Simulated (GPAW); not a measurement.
A run of GPAW 26.7.0 is set up as follows.

run.py

```python
from ase import Atoms
from ase.calculators.mixing import SumCalculator
from ase.filters import FrechetCellFilter
from ase.io import write
from ase.optimize import BFGS
from dftd3.ase import DFTD3
from gpaw import GPAW, PW, setup_paths

setup_paths.insert(0, '.')

atoms = Atoms(['Ge', 'Ge', 'Ge', 'Ga'],
              cell=[[0.0, 3.387167, 3.387167],
                    [3.387167, 0.0, 3.387167],
                    [3.387167, 3.387167, 0.0]],
              scaled_positions=[[0.5, 0.5, 0.5],
                                [0.75, 0.75, 0.75],
                                [0.25, 0.25, 0.25],
                                [0.0, 0.0, 0.0]],
              pbc=True)

calc = GPAW(mode=PW(600),
            xc='PBEsol',
            kpts={'size': (7, 7, 7), 'gamma': True},
            occupations={'name': 'fermi-dirac', 'width': 0.05},
            nbands=18,
            convergence={'density': 1e-05, 'forces': 0.0001},
            maxiter=150,
            txt='gpaw.txt')
atoms.calc = SumCalculator([calc, DFTD3(method='pbesol', damping='d3zero')])
opt = BFGS(FrechetCellFilter(atoms), trajectory='relax.traj', logfile='-')
done = opt.run(fmax=0.02, steps=60)
calc.write('gs.gpw')
write('result.traj', atoms)
print('Converged:', done)
print('Cell:', atoms.cell.cellpar().round(4))
print('Volume:', round(atoms.get_volume(), 4))
print(atoms.get_scaled_positions().round(5))
```

Potentials or basis: PAW data sets generated in the run's folder for this functional, pw.

Launch:

```console
$ gpaw-setup -f PBEsol Ga Ge
$ OMP_NUM_THREADS=1 python run.py
```

(1) Estimate the relaxed cell.

(2) Predict the space group after relaxing (to 0.05 Å).

(3) What does it give for the band gap on the k mesh?

(4) What does it give for the dispersion energy per atom?

## Answers

(1) a = 4.660 Å, b = 4.660 Å, c = 4.660 Å, α = 60.00°, β = 60.00°, γ = 60.00°.

(2) Fm-3m (No. 225).

(3) none (metal or under the smearing width).

(4) -0.157 eV.

Caveat: later steps reuse the first step's grids.
